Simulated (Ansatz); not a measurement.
# Br− with H2S: superposition error and deformation

The task here is to estimate one member of a computed series from the others.

Program: Ansatz 0.2.0, Gaussian basis. Level of theory: PBE0-D4 structures, single points in def2-TZVPPD. These are calculated values, not measurements.

Levels: PBE-D4, revPBE-D4, BLYP-D4, r2SCAN-D4, B97M-V, PBE0-D4, B3LYP-D4, HSE06-D4, wB97X-V, wB97M-V, B2PLYP, Hartree-Fock, MP2, CCSD, CCSD(T).

Cores are frozen in the correlated methods. Filled d shells of the heavier atoms are correlated. B3LYP uses VWN-RPA correlation. B2PLYP carries no dispersion term here.

129 further runs of the same task are left out: 129 set aside as unsound or not needed.

## Starting geometry

The relaxed pair: 4 atoms, charge -1, spin multiplicity 1.

Atoms are counted from 1 here; the program's logs count them from 0.

Bond lengths: S2–H3 1.341 Å, S2–H4 1.405 Å. Angles: H3–S2–H4 92.3°.

As a file:

```xyz
4

Br    0.06046   -0.31469   -2.35436
S    -0.28307   -0.26392    1.22915
H     0.38998    0.89371    1.29579
H    -0.16737   -0.31521   -0.17049
```

Atoms 1 to 1 are fragment A (Br−), the rest fragment B (H2S). From earlier runs, pair energy (eV) and counterpoise interaction (kcal/mol):

| method | E(pair) | interaction |
| --- | --- | --- |
| PBE-D4 | -80902.22626 | -14.56 |
| revPBE-D4 | -80909.65069 | -13.54 |
| BLYP-D4 | -80918.14788 | -12.79 |
| r2SCAN-D4 | -80916.26511 | -13.72 |
| B97M-V | -80902.03345 | -12.25 |
| PBE0-D4 | -80905.53146 | -13.62 |
| B3LYP-D4 | -80919.02174 | -12.47 |
| HSE06-D4 | -80905.43864 | -13.72 |
| wB97X-V | -80909.29571 | -11.59 |
| wB97M-V | -80912.67133 | -11.38 |
| B2PLYP | -80903.50709 | -11.08 |
| Hartree-Fock | -80850.53966 | -6.07 |
| MP2 | -80863.82152 | -11.68 |
| CCSD(T) | -80865.07077 | -10.52 |

First each fragment is run alone in its own basis, frozen in the shape it has in the pair (a, b).

The first run:

Contents of a/in.yaml:

```yaml
crystal:
  periodic: [false, false, false]
  atoms:
    - {symbol: Br, position_ang: [0.060461, -0.314688, -2.354362]}
basis:
  gaussian: {orbitals: "def2-TZVPPD.json"}
total_charge: -1
hamiltonian: {xc: {name: wB97X-V}}
```

Contents of b/in.yaml:

```yaml
crystal:
  periodic: [false, false, false]
  atoms:
    - {symbol: S, position_ang: [-0.283066, -0.263918, 1.229154]}
    - {symbol: H, position_ang: [0.389976, 0.893714, 1.295793]}
    - {symbol: H, position_ang: [-0.167371, -0.315209, -0.170486]}
basis:
  gaussian: {orbitals: "def2-TZVPPD.json"}
hamiltonian: {xc: {name: wB97X-V}}
```

The basis file named in the input lies beside it (Basis Set Exchange, JSON).

The same command starts each run, in its folder.

Started as:

```console
$ ansatz run in.yaml --threads 2 --pin off --events-out ev --progress --plain --max-ram 5222MiB
```

Among the steps run: wB97X-V/def2-TZVPPD; wB97M-V/def2-TZVPPD; B2PLYP/def2-TZVPPD; B97M-V/def2-TZVPPD; CCSD(T)/def2-TZVPPD; Relaxing H2S alone; PBE-D4/def2-TZVPPD; r2SCAN-D4/def2-TZVPPD; PBE0-D4/def2-TZVPPD; B3LYP-D4/def2-TZVPPD; BLYP-D4/def2-TZVPPD; revPBE-D4/def2-TZVPPD; HSE06-D4/def2-TZVPPD.

One of the session's tables, all rows but one given; the rest of the session is left out.

| method | interaction with counterpoise (kcal/mol) |
| --- | --- |
| PBE-D4 | -14.56 |
| revPBE-D4 | -13.54 |
| BLYP-D4 | -12.79 |
| r2SCAN-D4 | -13.72 |
| B97M-V | -12.25 |
| PBE0-D4 | -13.62 |
| B3LYP-D4 | -12.47 |
| HSE06-D4 | -13.72 |
| wB97X-V | -11.59 |
| wB97M-V | -11.38 |
| B2PLYP | -11.08 |
| Hartree-Fock | -6.07 |
| MP2 | -11.68 |
| CCSD | ? |
| CCSD(T) | -10.52 |

Estimate the missing values for CCSD.

The run gave: interaction with counterpoise (kcal/mol): -9.68. In the column «interaction with counterpoise (kcal/mol)» it lies between CCSD(T) (-10.52) and Hartree-Fock (-6.07).
